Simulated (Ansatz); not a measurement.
# Sr3Hg: the cost of one run

Computed with Ansatz 0.2.0 (DFT PBEsol, scalar-relativistic, plane waves, PAW, unless a step's input says otherwise).

## Step 1: The starting structure

Symmetry: Pm-3m, No. 221, cubic system. Conventional cell: a = 5.513 Å, b = 5.513 Å, c = 5.513 Å, α = 90.00°, β = 90.00°, γ = 90.00°. Sr (site symmetry 4/mmm) has 8 Sr at 3.90 Å and 4 Hg at 3.90 Å as nearest neighbours. Around Hg (site symmetry m-3m) lie 12 Sr at 3.90 Å.

As a file:

```cif
data_structure
_symmetry_space_group_name_H-M 'P 1'
_symmetry_Int_Tables_number 1
_cell_length_a 5.5130
_cell_length_b 5.5130
_cell_length_c 5.5130
_cell_angle_alpha 90.000
_cell_angle_beta 90.000
_cell_angle_gamma 90.000
_cell_volume 167.56
loop_
_atom_site_label
_atom_site_type_symbol
_atom_site_fract_x
_atom_site_fract_y
_atom_site_fract_z
_atom_site_occupancy
Sr1 Sr 0.50000 0.50000 0.00000 1
Sr2 Sr 0.50000 0.00000 0.50000 1
Sr3 Sr 0.00000 0.50000 0.50000 1
Hg1 Hg 0.00000 0.00000 0.00000 1
```

The structure comes from the Materials Project (structure only).

## Step 2: A distortion that keeps the symmetry

What differs from the listed cell: strain xx, yy, zz, yz, xz, xy = -3.5, -3.5, -3.5, +0.0, +0.0, +0.0 %.

Contents of input.yaml:

```yaml
crystal:
  lattice:
    - [5.31993474, 0.0, 0.0]
    - [0.0, 5.31993474, 0.0]
    - [0.0, 0.0, 5.31993474]
  atoms:
    - { symbol: Sr, position: [0.5, 0.5, 0.0] }
    - { symbol: Sr, position: [0.5, 0.0, 0.5] }
    - { symbol: Sr, position: [0.0, 0.5, 0.5] }
    - { symbol: Hg, position: [0.0, 0.0, 0.0] }
basis:
  ecutwfc: 420
kpoints:
  mp_grid: { grid: [8, 8, 8] }
hamiltonian:
  xc: pbesol
scf:
  occupations: { method: gaussian, width: 0.1 }
output:
  forces: true
  stress: true
  eigenvalues: true
```

**Question.** How long does this run take on 1 thread of an x86-64 CPU, shared host, and how much memory does it need?

About 4.1 s, with a peak of 0.49 GiB.
